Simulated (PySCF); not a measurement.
# Cl2FIn (InCl2F): the cost of one run

Computed with PySCF 2.14.0 and routines of our own; the level stands in each step. Atoms count from 0.

## Step 1: The system as given

4 atoms, charge 0, multiplicity 1; geometry from: GFN2-xTB.

## Step 2: Geometry optimisation at PBE0-D3(BJ)/def2-SVP

The job: settings as JSON, then the geometry in Å.

```
{"job": {"xc": "PBE0", "basis": "def2-SVP", "d3": "d3bj", "grid": 1, "maxiter": 30, "shake": 0.03, "kind": "geom"}, "charge": 0, "multiplicity": 1}
In     0.072650    -0.057140     0.016800
Cl     2.268760    -0.247120     0.006620
Cl    -1.360200     1.887990    -0.044040
F     -0.897920    -1.674170    -0.009850
```

Started as:

```sh
> OMP_NUM_THREADS=1 python heavy_run.py task.json out
```

The driver reads the jobs from task.json and runs them one after another.

Q: Estimate the wall time and peak memory of this first job on 1 thread of Arm Neoverse V1, shared host.

About 32 s, with a peak of 0.3 GiB.
